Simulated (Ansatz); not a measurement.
**Si3As: one candidate of a structure search**

The task: take a trial cell of Si3As to zero force and stress.

Computed with Ansatz 0.2.0 (DFT PBE, scalar-relativistic, plane waves, PAW, unless a step's input says otherwise).

### Step 1. The starting structure

It takes space group P-6m2 (No. 187, hexagonal). Conventional cell: a = 2.955 Å, b = 2.955 Å, c = 7.435 Å, α = 90.00°, β = 90.00°, γ = 120.00°. Around Si (site symmetry -6m2) lie 12 Si at 2.83 to 2.96 Å. Around Si (site symmetry 3m) lie 3 As at 2.25 Å. As (site symmetry -6m2) has 6 Si at 2.25 Å as nearest neighbours.

As a file:

```
Si As
1.0
     2.95507    0.00000    0.00000
    -1.47753    2.55916    0.00000
     0.00000    0.00000    7.43504
Si As
3 1
Cartesian
  0.0000 1.7061 3.7175
  0.0000 0.0000 5.9728
  0.0000 0.0000 1.4623
  0.0000 1.7061 0.0000
```

Recipe of the guess: species swapped into a database cell of Tc3N (P-6m2, No. 187), with Si on the Tc sites and As on the N sites. Lengths come from tabulated atomic sizes and are only a guess.

### Step 2. The guess as it stands, on a coarse mesh

input.yaml reads:

```yaml
crystal:
  lattice:
    - [2.95506672, 0.0, 0.0]
    - [-1.47753336, 2.55916285, 0.0]
    - [0.0, 0.0, 7.43504473]
  atoms:
    - { symbol: Si, position: [0.33333333, 0.66666667, 0.5] }
    - { symbol: Si, position: [0.0, 0.0, 0.80332637] }
    - { symbol: Si, position: [0.0, 0.0, 0.19667363] }
    - { symbol: As, position: [0.33333333, 0.66666667, 0.0] }
basis:
  ecutwfc: 420
kpoints:
  mp_grid: { grid: [6, 6, 4] }
hamiltonian:
  xc: pbe
scf:
  occupations: { method: gaussian, width: 0.1 }
  lower_state_search: "off"
output:
  forces: true
  stress: true
  eigenvalues: true
```

Started as:

```bash
ansatz run input.yaml --threads 1 --pin off --max-ram 2560MiB --backend cpu --events-out ev --progress --plain --runs-dir out
```

The session goes on with these runs: rough relaxation on the coarse mesh; full relaxation.

Before running it: what results should come out? Wanted: conventional cell; volume; energy over the elements; gap on the mesh.

The runs gave:

| quantity | value |
| --- | --- |
| symmetry at the end (tolerance 0.05 Å) | space group P-6m2 (No. 187) |
| conventional cell | a = 3.508 Å, b = 3.508 Å, c = 6.464 Å, α = 90.00°, β = 90.00°, γ = 120.00° |
| volume | 17.23 Å³/atom |
| energy over the elements | +0.37 eV/atom |
| gap on the mesh | none (metal) |

What this shows: The space group P-6m2 (No. 187) is kept, and the volume per atom grows by 22.5 % from the first guess. The formation energy is positive, so the separate elements lie lower. No finished test with a distortion of lower symmetry is shown, so the end may be a saddle point.
